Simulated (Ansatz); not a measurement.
**2 structures of ZnSn3: ranking of polymorphs by energy, by script**

All numbers are computed with the Python package of Ansatz 0.2.0. Level of theory: DFT LDA, plane waves, PAW.

## (1) Starting point

ZnSn3 P6_3/mmc: Symmetry: P6_3/mmc, No. 194, hexagonal system. Conventional cell: a = 6.571 Å, b = 6.571 Å, c = 5.457 Å, α = 90.00°, β = 90.00°, γ = 120.00°. Zn (site symmetry -6m2) has 12 Sn at 3.29 to 3.31 Å as nearest neighbours. Around Sn (site symmetry mm2) lie 8 Sn at 3.24 to 3.34 Å and 4 Zn at 3.29 to 3.31 Å.

ZnSn3 Fm-3m: The structure is cubic, space group Fm-3m (No. 225). The conventional cell has a = 7.401 Å, b = 7.401 Å, c = 7.401 Å, α = 90.00°, β = 90.00°, γ = 90.00°. Zn (site symmetry m-3m) is surrounded by 8 Sn at 3.20 Å. Sn (site symmetry -43m) has 4 Zn at 3.20 Å and 4 Sn at 3.20 Å as nearest neighbours. Sn (site symmetry m-3m) is surrounded by 8 Sn at 3.20 Å.

znsn3_p6_3_mmc.cif, read by the script:

```cif
data_ZnSn3
_cell_length_a 6.570962
_cell_length_b 6.570962
_cell_length_c 5.456828
_cell_angle_alpha 90.00000
_cell_angle_beta 90.00000
_cell_angle_gamma 120.00000
_symmetry_space_group_name_H-M 'P 1'
_symmetry_Int_Tables_number 1
loop_
_symmetry_equiv_pos_as_xyz
'x, y, z'
loop_
_atom_site_label
_atom_site_type_symbol
_atom_site_fract_x
_atom_site_fract_y
_atom_site_fract_z
Zn1 Zn    0.666667    0.333333    0.250000
Zn2 Zn    0.333333    0.666667    0.750000
Sn3 Sn    0.338337    0.169168    0.750000
Sn4 Sn    0.830831    0.169168    0.750000
Sn5 Sn    0.830831    0.661663    0.750000
Sn6 Sn    0.661663    0.830831    0.250000
Sn7 Sn    0.169168    0.830831    0.250000
Sn8 Sn    0.169168    0.338337    0.250000
```

Input file znsn3_fm_3m.extxyz:

```xyz
4
Lattice="0.0 3.700694 3.700694 3.700694 0.0 3.700694 3.700694 3.700694 0.0" Properties=species:S:1:pos:R:3 pbc="T T T"
Zn    0.00000000    0.00000000    0.00000000
Sn    1.85034700    1.85034700    1.85034700
Sn    5.55104100    5.55104100    5.55104100
Sn    3.70069400    3.70069400    3.70069400
```

## (2) Script

Contents of polymorphs_znsn3.py:

```python
'''Polymorphs of ZnSn3, after relaxing atoms and volume at fixed cell shape.'''

import ansatz as az
from ase.io import read
import numpy as np
import spglib

XC = 'lda'
KSPACING = 0.27
SMEARING = 'cold'
WIDTH_EV = 0.1


def compute(name, crystal):
    calc = crystal.calculation()
    calc = calc.basis(35 * az.Ry).functional(XC)
    calc = calc.kpoints(spacing=KSPACING)
    calc = calc.occupations(SMEARING, width=WIDTH_EV)
    calc = calc.stress()
    calc = calc.band_table()
    calc = calc.relax(force_tolerance=0.03, max_steps=40, fix_cell=['shape'])
    return calc.run()


def pressure_gpa(outcome):
    return float(np.trace(outcome.report['stress_gpa']) / 3)


def space_group(outcome):
    sites = outcome.report['lattice']['sites']
    kinds = sorted({site['symbol'] for site in sites})
    cell = (outcome.lattice.cell_ang, [site['position_frac'] for site in sites], [kinds.index(site['symbol']) for site in sites])
    return spglib.get_spacegroup(cell, symprec=0.01)


def main() -> None:
    phases = {}
    atoms = read('znsn3_p6_3_mmc.cif')
    p6_3_mmc = az.Crystal.from_ase(atoms)
    phases['P6_3/mmc'] = p6_3_mmc
    fm_3m = az.Crystal.from_extxyz('znsn3_fm_3m.extxyz')
    phases['Fm-3m'] = fm_3m

    done = {}
    for name, crystal in phases.items():
        try:
            done[name] = compute(name, crystal)
        except az.NonConvergedError as error:
            print(name, 'did not converge:', str(error)[:120])

    energy = {name: o.report['energy_sigma0_ev'] / len(o.lattice.sites) for name, o in done.items()}
    lowest = min(energy.values())
    rows = [(name, len(o.lattice.sites), 1000 * (energy[name] - lowest), pressure_gpa(o), space_group(o)) for name, o in done.items()]
    rows.sort(key=lambda row: row[2])
    print('| phase | atoms | dE (meV/atom) | P (GPa) | space group |')
    print('| --- | --- | --- | --- | --- |')
    for row in rows:
        print(f'| {row[0]} | {row[1]:d} | {row[2]:.1f} | {row[3]:.2f} | {row[4]} |')


if __name__ == '__main__':
    main()
```

## (3) The input behind the calls

The package turns the script's settings into the engine's input (first run):

```yaml
crystal:
  lattice:
    - [6.570962, 0.0, 0.0]
    - [-3.2854809999999985, 5.6906200193022025, 0.0]
    - [0.0, 0.0, 5.456828]
  atoms:
    - { symbol: Zn, position: [0.6666670000000001, 0.333333, 0.25] }
    - { symbol: Zn, position: [0.333333, 0.666667, 0.7499999999999999] }
    - { symbol: Sn, position: [0.33833699999999994, 0.169168, 0.7499999999999999] }
    - { symbol: Sn, position: [0.8308310000000001, 0.169168, 0.7499999999999999] }
    - { symbol: Sn, position: [0.830831, 0.661663, 0.7499999999999999] }
    - { symbol: Sn, position: [0.661663, 0.8308310000000001, 0.25] }
    - { symbol: Sn, position: [0.16916800000000004, 0.8308310000000001, 0.25] }
    - { symbol: Sn, position: [0.169168, 0.338337, 0.25] }
basis:
  ecutwfc: 476.19925930478996
kpoints:
  mp_grid:
    kspacing: 0.27
hamiltonian:
  xc: lda
scf:
  occupations:
    method: cold
    width: 0.1
relax:
  f_tol: 0.03
  max_steps: 40
  cell:
    fix: [shape]
output:
  stress: true
  eigenvalues: true
```

## (4) Running it

Started as:

```sh
$ python polymorphs_znsn3.py
```

What time and memory should one allow on 1 thread of Arm Neoverse V2, shared host?

About 89 s, with a peak of 0.68 GiB.
